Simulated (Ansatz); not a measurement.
# CoB2Ir2: the cost of one run

Method: reference: DFT PBE, plane waves, PAW, scalar-relativistic, no spin polarisation, in Ansatz 0.2.0.

## Step 1: Starting point

Symmetry: Fddd, No. 70, orthorhombic system. Conventional cell: a = 5.450 Å, b = 8.493 Å, c = 9.639 Å, α = 90.00°, β = 90.00°, γ = 90.00°. Ir (site symmetry 2) is surrounded by 4 B at 1.89 to 1.96 Å. B (site symmetry 2) has 4 Ir at 1.89 to 1.96 Å and 3 Co at 2.73 to 2.83 Å as nearest neighbours. Co (site symmetry 222) has 10 B at 2.73 to 3.12 Å and 8 Ir at 2.78 to 3.00 Å as nearest neighbours.

Coordinates:

```cif
data_structure
_symmetry_space_group_name_H-M 'P 1'
_symmetry_Int_Tables_number 1
_cell_length_a 5.0455
_cell_length_b 5.0455
_cell_length_c 5.5365
_cell_angle_alpha 105.417
_cell_angle_beta 105.417
_cell_angle_gamma 114.619
_cell_volume 111.53
loop_
_atom_site_label
_atom_site_type_symbol
_atom_site_fract_x
_atom_site_fract_y
_atom_site_fract_z
_atom_site_occupancy
Ir1 Ir 0.74566 0.49566 0.99132 1
Ir2 Ir 0.00434 0.75434 0.50868 1
Ir3 Ir 0.25434 0.50434 0.00868 1
Ir4 Ir 0.99566 0.24566 0.49132 1
B1 B 0.69700 0.80300 0.25000 1
B2 B 0.05300 0.44700 0.25000 1
B3 B 0.30300 0.19700 0.75000 1
B4 B 0.94700 0.55300 0.75000 1
Co1 Co 0.37500 0.12500 0.25000 1
Co2 Co 0.62500 0.87500 0.75000 1
```

## Step 2: Reference

Input file input.yaml:

```yaml
crystal:
  lattice:
    - [0.0, 4.246272, 2.725057]
    - [0.0, -4.246272, 2.725057]
    - [4.819444, 0.0, -2.725057]
  atoms:
    - { symbol: Ir, position: [0.74566, 0.49566, 0.99132] }
    - { symbol: Ir, position: [0.00434, 0.75434, 0.50868] }
    - { symbol: Ir, position: [0.25434, 0.50434, 0.00868] }
    - { symbol: Ir, position: [0.99566, 0.24566, 0.49132] }
    - { symbol: B, position: [0.697, 0.803, 0.25] }
    - { symbol: B, position: [0.053, 0.447, 0.25] }
    - { symbol: B, position: [0.303, 0.197, 0.75] }
    - { symbol: B, position: [0.947, 0.553, 0.75] }
    - { symbol: Co, position: [0.375, 0.125, 0.25] }
    - { symbol: Co, position: [0.625, 0.875, 0.75] }
  symmetry: { tolerance: 0.0003 }
kpoints:
  mp_grid: { grid: [4, 4, 4], shift: [0, 0, 0] }
magnetization:
  spin_polarized: false
scf:
  occupations: { method: fermi_dirac }
hamiltonian:
  pseudopotentials: { kind: paw }
  xc: pbe
basis:
  ecutwfc: 420
output:
  forces: true
  stress: true
  eigenvalues: true
```

On the command line:

```sh
$ ansatz run input.yaml --threads 1 --pin off --max-ram 2560MiB --backend cpu --events-out ev --progress --plain --runs-dir out
```

**Question.** How long does this run take on 1 thread of Intel Xeon Platinum 8175M at 2.50GHz (Skylake/Cascade Lake), shared host, and how much memory does it need?

About 14 s, with a peak of 0.53 GiB.
